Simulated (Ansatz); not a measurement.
**C₃H₃ClFInO₂: ionisation energy by level of theory**

Aim: the vertical ionisation energy of C₃H₃ClFInO₂, as cation minus neutral at the neutral's geometry, on several levels, and how well −ε(HOMO) stands in for it.

Computed with Ansatz 0.2.0, Gaussian basis. Level: unrestricted cation, the program's frozen cores in correlated methods.

Plan: UKS PBE-D4/def2-TZVPP; UKS r2SCAN-D4/def2-TZVPP; UKS PBE0-D4/def2-TZVPP; UKS B3LYP-D4/def2-TZVPP; UKS wB97X-V/def2-TZVPP; UKS wB97M-V/def2-TZVPP; UKS B2PLYP/def2-TZVPP; UHF-CCSD(T)/def2-TZVPP; UHF-MP2/def2-QZVPP; extrapolation to the limit; then −ε(HOMO) from the neutral's earlier runs with LDA (SPW92), PBE-D4, revPBE-D4, BLYP-D4, r2SCAN-D4, B97M-V, PBE0-D4, B3LYP-D4, r2SCANh-D4, r2SCAN0-D4, HSE06-D4, BHLYP-D4, CAM-B3LYP-D4, LC-ωPBE, ωB97X-V, ωB97M-V.

### 1 The relaxed structure

All runs share one geometry, relaxed beforehand with PBE0-D4 in a triple-zeta def2 set. In takes the def2 core potential; no spin-orbit term is included.

SMILES `[F][In-]1([Cl])[O]C=CC=[O+]1`, 11 atoms, charge 0, spin multiplicity 1.

Atoms are counted from 1 here; the program's logs count them from 0.

Bond lengths: F1–In2 1.935 Å, In2–Cl3 2.296 Å, In2–O4 2.103 Å, In2–O8 2.103 Å, O4–C5 1.265 Å, C5–C6 1.391 Å, C5–H9 1.096 Å, C6–C7 1.391 Å, C6–H10 1.082 Å, C7–O8 1.265 Å, C7–H11 1.096 Å. Angles: F1–In2–Cl3 122.9°, F1–In2–O4 106.9°, F1–In2–O8 106.9°, Cl3–In2–O4 112.6°, Cl3–In2–O8 112.6°, O4–In2–O8 89.9°, In2–O4–C5 123.8°, O4–C5–C6 128.4°, O4–C5–H9 114.7°, C6–C5–H9 116.9°, C5–C6–C7 125.8°, C5–C6–H10 117.1°, C7–C6–H10 117.1°, C6–C7–O8 128.4°, C6–C7–H11 116.9°, O8–C7–H11 114.7°, In2–O8–C7 123.8°.

### 2 Cation, UKS PBE-D4/def2-TZVPP

Contents of in.yaml:

```yaml
crystal:
  periodic: [false, false, false]
  atoms:
    - {symbol: F, position_ang: [-1.667125, -2.745007, -0.274325]}
    - {symbol: In, position_ang: [-0.846190, -1.240454, -1.171485]}
    - {symbol: Cl, position_ang: [-0.895372, -0.968804, -3.451257]}
    - {symbol: O, position_ang: [-1.447830, 0.490841, -0.139403]}
    - {symbol: C, position_ang: [-0.687541, 1.155819, 0.622804]}
    - {symbol: C, position_ang: [0.650759, 0.924432, 0.923032]}
    - {symbol: C, position_ang: [1.428124, -0.116152, 0.425441]}
    - {symbol: O, position_ang: [1.090267, -1.035095, -0.376188]}
    - {symbol: H, position_ang: [-1.160452, 2.023060, 1.098262]}
    - {symbol: H, position_ang: [1.129409, 1.614862, 1.604210]}
    - {symbol: H, position_ang: [2.471348, -0.160403, 0.759408]}
basis:
  gaussian: {orbitals: def2-TZVPP}
total_charge: 1
magnetization: {spin_polarized: true, initial_magnetization: 1}
hamiltonian: {xc: pbe, dispersion: d4}
```

Launch:

```console
$ ansatz run in.yaml --threads 2 --pin off --events-out ev --progress --plain --max-ram 32768MiB --backend cuda --devices 0, --max-vram 18GiB
```

What it wrote:

```text
Functional definition: PBE
  name "PBE"
  cite "Perdew, Burke & Ernzerhof, Phys. Rev. Lett. 77, 3865 (1996) doi:10.1103/PhysRevLett.77.3865"
  parent pbe
  parameter kappa = 0.804
  parameter beta = 0.06672455060314922
  exchange = pbe_x(kappa = kappa, mu = beta*pi^2/3)
  correlation = pbe_c(beta = beta)
1857 factors; their error is unknown
mean field evaluation 1: about -27621.5681 eV, gradient 8.4e1 eV
mean field evaluation 2: about -27251.0557 eV, gradient 2.7e2 eV
mean field evaluation 4: about -27515.8345 eV, gradient 1.3e2 eV
mean field evaluation 8: about -27647.9688 eV, gradient 1.5e1 eV
mean field evaluation 16: about -27649.2543 eV, gradient 4.2e0 eV
mean field evaluation 32: about -27649.3806 eV, gradient 1.4e-5 eV
mean field evaluation 64: about -27647.8965 eV, gradient 5.5e0 eV
mean field evaluation 96: about -27649.3755 eV, gradient 2.5e-1 eV
mean field -27649.38058975 eV, -1016.0959952502 hartree, gradient 2.7e-6 eV, S^2 0.755082; 10 other end points of the search recorded, 0 dependent functions left out
reference -27649.38065298 eV, -1016.0959975738 hartree; 42, 41 occupied and 278, 279 virtual orbitals, 1857 factors
Total energy: -27649.68488203 eV, -1016.1071777852 hartree
```

Run time: 22 s. Hardware: 1 × H100 (card shared with other runs) with 2 threads of AMD EPYC 7R13, shared host; peak host memory 0.96 GiB.

The neutral molecule at this level: -27659.4582 eV. Difference: 9.773 eV. ⟨S²⟩ = 0.755.

### 3 Cation, UKS r2SCAN-D4/def2-TZVPP

Edit in.yaml of step 2 so:

```diff
@@ -18,2 +18,2 @@
 magnetization: {spin_polarized: true, initial_magnetization: 1}
-hamiltonian: {xc: pbe, dispersion: d4}
+hamiltonian: {xc: r2scan, dispersion: d4}
```

The command is unchanged.

What it wrote, cut to the lines that bear on the results:

```text
Functional definition: r2SCAN
  name "r2SCAN"
  cite "Furness, Kaplan, Ning, Perdew & Sun, J. Phys. Chem. Lett. 11, 8208 (2020) doi:10.1021/acs.jpclett.0c02405"
  cite "Furness, Kaplan, Ning, Perdew & Sun, J. Phys. Chem. Lett. 11, 9248 (2020) doi:10.1021/acs.jpclett.0c03077"
  parent r2scan
[...]
1857 factors; their error is unknown
[...]
mean field -27661.47539203 eV, -1016.5404710356 hartree, gradient 2.5e-6 eV, S^2 0.767951; 10 other end points of the search recorded, 0 dependent functions left out
reference -27661.47541255 eV, -1016.5404717899 hartree; 42, 41 occupied and 278, 279 virtual orbitals, 1857 factors
Total energy: -27661.55201591 eV, -1016.5432869111 hartree
```

Run time: 23 s. Hardware: 1 × H100 (card shared with other runs) with 2 threads of AMD EPYC 7R13, shared host; peak host memory 1.1 GiB.

The neutral molecule at this level: -27671.4279 eV. Difference: 9.876 eV. ⟨S²⟩ = 0.768.

### 4 Cation, UKS PBE0-D4/def2-TZVPP

Edit in.yaml of step 3 so:

```diff
@@ -18,2 +18,2 @@
 magnetization: {spin_polarized: true, initial_magnetization: 1}
-hamiltonian: {xc: r2scan, dispersion: d4}
+hamiltonian: {xc: pbe0, dispersion: d4}
```

Launched as before.

What it wrote, cut to the lines that bear on the results:

```text
Functional definition: PBE0
  name "PBE0"
  cite "Adamo & Barone, J. Chem. Phys. 110, 6158 (1999) doi:10.1063/1.478522"
  cite "Perdew, Burke & Ernzerhof, Phys. Rev. Lett. 77, 3865 (1996) doi:10.1103/PhysRevLett.77.3865"
  parent pbe
[...]
1981 factors; their error is unknown
[...]
mean field -27650.09115337 eV, -1016.1221079815 hartree, gradient 1.6e-5 eV, S^2 0.775717; 8 other end points of the search recorded, 0 dependent functions left out
reference -27650.09119875 eV, -1016.1221096489 hartree; 42, 41 occupied and 278, 279 virtual orbitals, 1981 factors
Total energy: -27650.35231432 eV, -1016.1317054693 hartree
```

It took 10 s on 1 × H100 (card shared with other runs) with 2 threads of AMD EPYC 7R13, shared host; peak host memory 0.95 GiB.

Less the neutral's -27660.3665 eV (earlier run), this gives 10.014 eV. ⟨S²⟩ = 0.776.

### 5 Cation, UKS B3LYP-D4/def2-TZVPP

Edit in.yaml of step 4 so:

```diff
@@ -18,2 +18,2 @@
 magnetization: {spin_polarized: true, initial_magnetization: 1}
-hamiltonian: {xc: pbe0, dispersion: d4}
+hamiltonian: {xc: {name: B3LYP}, dispersion: d4}
```

Launched as before.

What it wrote, cut to the lines that bear on the results:

```text
Functional definition: B3LYP
  name "B3LYP"
  cite "Stephens, Devlin, Chabalowski & Frisch, J. Phys. Chem. 98, 11623 (1994) doi:10.1021/j100096a001"
  cite "Becke, Phys. Rev. A 38, 3098 (1988) doi:10.1103/PhysRevA.38.3098"
  cite "Lee, Yang & Parr, Phys. Rev. B 37, 785 (1988) doi:10.1103/PhysRevB.37.785"
  cite "Vosko, Wilk & Nusair, Can. J. Phys. 58, 1200 (1980) doi:10.1139/p80-159"
[...]
1953 factors; their error is unknown
[...]
mean field -27667.12878354 eV, -1016.7482293416 hartree, gradient 9.0e-6 eV, S^2 0.767481; 9 other end points of the search recorded, 0 dependent functions left out
reference -27667.12911003 eV, -1016.7482413398 hartree; 42, 41 occupied and 278, 279 virtual orbitals, 1953 factors
Total energy: -27667.61997392 eV, -1016.7662802550 hartree
```

Run time: 15 s. Hardware: 1 × H100 (card shared with other runs) with 2 threads of AMD EPYC 7R13, shared host; peak host memory 0.98 GiB.

Less the neutral's -27677.6594 eV (earlier run), this gives 10.039 eV. ⟨S²⟩ = 0.767.

### 6 Cation, UKS wB97X-V/def2-TZVPP

Edit in.yaml of step 5 so:

```diff
@@ -18,2 +18,2 @@
 magnetization: {spin_polarized: true, initial_magnetization: 1}
-hamiltonian: {xc: {name: B3LYP}, dispersion: d4}
+hamiltonian: {xc: {name: wB97X-V}}
```

Same command.

What it wrote, cut to the lines that bear on the results:

```text
Functional definition: wB97X-V
  name "wB97X-V"
  cite "Mardirossian & Head-Gordon, Phys. Chem. Chem. Phys. 16, 9904 (2014) doi:10.1039/C3CP54374A"
  cite "Becke, J. Chem. Phys. 107, 8554 (1997) doi:10.1063/1.475007"
  cite "Vydrov & Van Voorhis, J. Chem. Phys. 133, 244103 (2010) doi:10.1063/1.3521275"
[...]
      + integral(e_c_pw_opposite_spin*poly(b97_u_opposite, cos0, cos1)) + vv10(b, c)
1937 factors; their error is unknown
385 factors; integrals over basis functions are off by at most 1.6e-5 eV
[...]
mean field -27659.32465963 eV, -1016.4614330777 hartree, gradient 6.3e-5 eV, S^2 0.778353; 2 other end points of the search recorded, 0 dependent functions left out
reference -27659.32465673 eV, -1016.4614329712 hartree; 42, 41 occupied and 278, 279 virtual orbitals, 1937 factors
Total energy: -27659.32465673 eV, -1016.4614329712 hartree
```

Wall time 14 s (1 × H100 (card shared with other runs) with 2 threads of AMD EPYC 7R13, shared host); peak host memory 1.1 GiB.

The neutral molecule at this level: -27669.3489 eV. Difference: 10.024 eV. ⟨S²⟩ = 0.778.

### 7 Cation, UKS wB97M-V/def2-TZVPP

Edit in.yaml of step 6 so:

```diff
@@ -18,2 +18,2 @@
 magnetization: {spin_polarized: true, initial_magnetization: 1}
-hamiltonian: {xc: {name: wB97X-V}}
+hamiltonian: {xc: {name: wB97M-V}}
```

Launched as before.

What it wrote, cut to the lines that bear on the results:

```text
Functional definition: wB97M-V
  name "wB97M-V"
  cite "Mardirossian & Head-Gordon, J. Chem. Phys. 144, 214110 (2016) doi:10.1063/1.4952647"
  cite "Becke, J. Chem. Phys. 107, 8554 (1997) doi:10.1063/1.475007"
  cite "Vydrov & Van Voorhis, J. Chem. Phys. 133, 244103 (2010) doi:10.1063/1.3521275"
  # Of w^i u^j: cxij and so on, Table III.
[...]
  gx(w, u) = 1 - cx + cx01*u + cx10*w
  gss(w, u) = css00 + css04*u^4 + css10*w + css20*w^2 + css43*w^4*u^3
  gos(w, u) = cos00 + cos10*w + (cos20 + cos21*u)*w^2 + (cos60 + cos61*u)*w^6
[...]
      + integral(e_c_pw_mod_opposite_spin*gos(b97_w_opposite, b97_u_opposite)) + vv10(b, c)
1909 factors; their error is unknown
385 factors; integrals over basis functions are off by at most 1.6e-5 eV
[...]
mean field -27660.11498327 eV, -1016.4904769357 hartree, gradient 3.5e-5 eV, S^2 0.773480; 2 other end points of the search recorded, 0 dependent functions left out
reference -27660.11505863 eV, -1016.4904797052 hartree; 42, 41 occupied and 278, 279 virtual orbitals, 1909 factors
Total energy: -27660.11505863 eV, -1016.4904797052 hartree
```

Wall time 19 s (1 × H100 (card shared with other runs) with 2 threads of AMD EPYC 7R13, shared host); peak host memory 1.2 GiB.

Less the neutral's -27670.1319 eV (earlier run), this gives 10.017 eV. ⟨S²⟩ = 0.773.

### 8 Cation, UKS B2PLYP (frozen core)/def2-TZVPP

Edit in.yaml of step 7 so:

```diff
@@ -18,2 +18,2 @@
 magnetization: {spin_polarized: true, initial_magnetization: 1}
-hamiltonian: {xc: {name: wB97M-V}}
+hamiltonian: {xc: {name: B2PLYP}}
```

Launched as before.

What it wrote, cut to the lines that bear on the results:

```text
Functional definition: B2PLYP
  name "B2PLYP"
  cite "Grimme, J. Chem. Phys. 124, 034108 (2006) doi:10.1063/1.2148954"
  cite "Becke, Phys. Rev. A 38, 3098 (1988) doi:10.1103/PhysRevA.38.3098"
  cite "Lee, Yang & Parr, Phys. Rev. B 37, 785 (1988) doi:10.1103/PhysRevB.37.785"
[...]
2166 factors; integrals over basis functions are off by at most 8.6e-4 eV
[...]
mean field -27634.72747583 eV, -1015.5575032457 hartree, gradient 7.0e-6 eV, S^2 0.816225; 4 other end points of the search recorded, 0 dependent functions left out
15 core orbitals not correlated: weight in the atoms' cores, before any rotation towards them, 1.000 or more for the frozen orbitals, at most 0.000 for the correlated occupied ones
reference -27634.72767953 eV, -1015.5575107315 hartree; 27, 26 occupied and 278, 279 virtual orbitals, 2166 factors
second order -52.63194859 eV of doubles, -0.00000000 eV of singles
Total energy: -27648.93830565 eV, -1016.0797416091 hartree
```

Run time: 12 s. Hardware: 1 × H100 (card shared with other runs) with 2 threads of AMD EPYC 7R13, shared host; peak host memory 1.5 GiB.

The neutral molecule at this level: -27658.9783 eV. Difference: 10.040 eV. ⟨S²⟩ = 0.816.

### 9 Cation, UHF-CCSD(T)/def2-TZVPP

Edit in.yaml of step 8 so:

```diff
@@ -18,2 +18,3 @@
 magnetization: {spin_polarized: true, initial_magnetization: 1}
-hamiltonian: {xc: {name: B2PLYP}}
+correlation: {method: ccsd_t}
+scf: {omitted_lower_state_checks: [cluster_reference]}
```

The command is unchanged.

What it wrote, cut to the lines that bear on the results:

```text
Functional definition: HF
  name "HF"
  cite "Fock, Z. Phys. 61, 126 (1930) doi:10.1007/BF01340294"
  parent pbe
[...]
2166 factors; integrals over basis functions are off by at most 8.6e-4 eV
[...]
mean field -27570.45714101 eV, -1013.1956120051 hartree, gradient 3.0e-6 eV, S^2 0.973641; 5 other end points of the search recorded, 0 dependent functions left out
15 core orbitals not correlated: weight in the atoms' cores, before any rotation towards them, 1.000 or more for the frozen orbitals, at most 0.000 for the correlated occupied ones
reference -27570.45714101 eV, -1013.1956120051 hartree; 27, 26 occupied and 278, 279 virtual orbitals, 2166 factors
second order -42.80750610 eV of doubles, -0.00000000 eV of singles
cycle   1  -42.39700365 eV  change    4.1e-1 eV  update   1.7e-1
[...]
cycle  13  -43.92456200 eV  change   -1.0e-5 eV  update   5.7e-5
perturbative correction -1.79660712 eV, -0.0660240938 hartree
Total energy: -27616.17831013 eV, -1014.8758339795 hartree
Checks for a lower state left out: cluster_reference
```

It took 2.2 min on 1 × H100 (card shared with other runs) with 2 threads of AMD EPYC 7R13, shared host; peak host memory 2.4 GiB.

Less the neutral's -27626.1538 eV (earlier run), this gives 9.975 eV. ⟨S²⟩ = 0.974. T1 = 0.024 (report).

### 10 Cation, UHF-MP2/def2-QZVPP

Edit in.yaml of step 9 so:

```diff
@@ -15,6 +15,6 @@
 basis:
-  gaussian: {orbitals: def2-TZVPP}
+  gaussian: {orbitals: "def2-QZVPP.json"}
 total_charge: 1
 magnetization: {spin_polarized: true, initial_magnetization: 1}
-correlation: {method: ccsd_t}
+correlation: {method: mp2}
 scf: {omitted_lower_state_checks: [cluster_reference]}
```

Launched as before.

What it wrote, cut to the lines that bear on the results:

```text
Functional definition: HF
  name "HF"
  cite "Fock, Z. Phys. 61, 126 (1930) doi:10.1007/BF01340294"
  parent pbe
[...]
3619 factors; integrals over basis functions are off by at most 8.2e-4 eV
[...]
mean field -27571.31921693 eV, -1013.2272927108 hartree, gradient 8.7e-6 eV, S^2 0.974598; 6 other end points of the search recorded, 0 dependent functions left out
15 core orbitals not correlated: weight in the atoms' cores, before any rotation towards them, 1.000 or more for the frozen orbitals, at most 0.000 for the correlated occupied ones
reference -27571.31921693 eV, -1013.2272927108 hartree; 27, 26 occupied and 542, 543 virtual orbitals, 3619 factors
second order -50.93079118 eV of doubles, -0.00000000 eV of singles
Total energy: -27622.25000811 eV, -1015.0989647644 hartree
Checks for a lower state left out: cluster_reference
```

It took 18 s on 1 × H100 (card shared with other runs) with 2 threads of AMD EPYC 7R13, shared host; peak host memory 1.3 GiB.

Less the neutral's -27632.8567 eV (earlier run), this gives 10.607 eV. ⟨S²⟩ = 0.975.

### 11 From triple and quadruple zeta to the limit

No new run: Hartree-Fock is extrapolated as exp(−7.88√X) and correlation as X^−2.97, with X = 3 and 4; only MP2 was run in the larger set, so CCSD(T) minus MP2 is added from the smaller one.

```csv
level,energy at the limit (eV)
HF,-27571.4380
MP2,-27628.3860
CCSD,-27629.5030
CCSD(T),-27631.2997
```

This is no true limit for total energies: MP2 correlation changes by a factor of 1.19 from triple to quadruple zeta (about 1.07 in light molecules), because outer-core shells are correlated in sets not made for them. Much of that cancels between molecule and atoms or ions.

The neutral's limit, from its own earlier runs, is -27641.4645 eV in the additive form (MP2 limit plus CCSD(T) minus MP2 in triple zeta), in which the cation has -27631.2997 eV.

### 12 The ladder

Differences are taken before rounding.

```csv
method,ionisation energy (eV),from CCSD(T)/CBS (eV),time
PBE-D4,9.77,-0.39,32 s
r2SCAN-D4,9.88,-0.29,30 s
PBE0-D4,10.01,-0.15,16 s
B3LYP-D4,10.04,-0.13,23 s
ωB97X-V,10.02,-0.14,23 s
ωB97M-V,10.02,-0.15,28 s
B2PLYP,10.04,-0.12,25 s
HF/def2-TZVPP,8.82,-1.35,
MP2/def2-TZVPP,10.50,+0.34,
CCSD/def2-TZVPP,9.87,-0.29,
CCSD(T)/def2-TZVPP,9.98,-0.19,2.7 min
CCSD(T)/CBS,10.16,0,3.3 min
```

Among the levels timed on like hardware and quicker than the yardstick, those that no quicker one beats, quickest first: PBE0-D4 (16 s, -0.15 eV); ωB97X-V (23 s, -0.14 eV); B3LYP-D4 (23 s, -0.13 eV); B2PLYP (25 s, -0.12 eV).

Times add the cation's run and the neutral's; HF, MP2 and CCSD come out of the CCSD(T) runs.

For comparison, −ε(HOMO) of the neutral from earlier runs:

```csv
functional,−ε(HOMO) (eV),by energy difference (eV)
LDA (SPW92),7.22,
PBE-D4,6.97,9.77
revPBE-D4,6.89,
BLYP-D4,6.82,
r2SCAN-D4,7.21,9.88
B97M-V,7.19,
PBE0-D4,8.07,10.01
B3LYP-D4,7.87,10.04
r2SCANh-D4,7.62,
r2SCAN0-D4,8.25,
HSE06-D4,7.68,
BHLYP-D4,9.06,
CAM-B3LYP-D4,9.33,
LC-ωPBE,10.58,
ωB97X-V,10.25,10.02
ωB97M-V,10.16,10.02
```

### 13 Outcome

| quantity | value |
| --- | --- |
| ionisation energy, CCSD(T)/CBS | 10.16 eV |
| nearest functional by difference | B2PLYP (-0.12 eV) |
| nearest −ε(HOMO) | ωB97M-V (-0.00 eV) |
| −ε(HOMO) of PBE | 6.97 eV |
| T1 of the cation | 0.024 |

Energy differences with functionals land within 0.39 eV of the reference. The PBE orbital energy is 3.2 eV too small: a semilocal HOMO is no ionisation energy. Among orbital estimates ωB97M-V comes nearest. Hartree-Fock falls 1.35 eV short, as the neutral has more correlation energy than the cation. The cation may have settled in a state other than its lowest; no search over hole states beyond the program's own was made. Correlated methods include outer-core shells of In, which these sets cover unevenly. With outer-core shells in play the reference is unsure by up to some tenths of an eV, so close misses can't be ranked.

B2PLYP reaches 0.12 eV from the reference in 25 s, where CCSD(T)/CBS took 3.3 min; the quickest level in the cost chart, PBE0-D4, takes 16 s and misses by 0.15 eV.
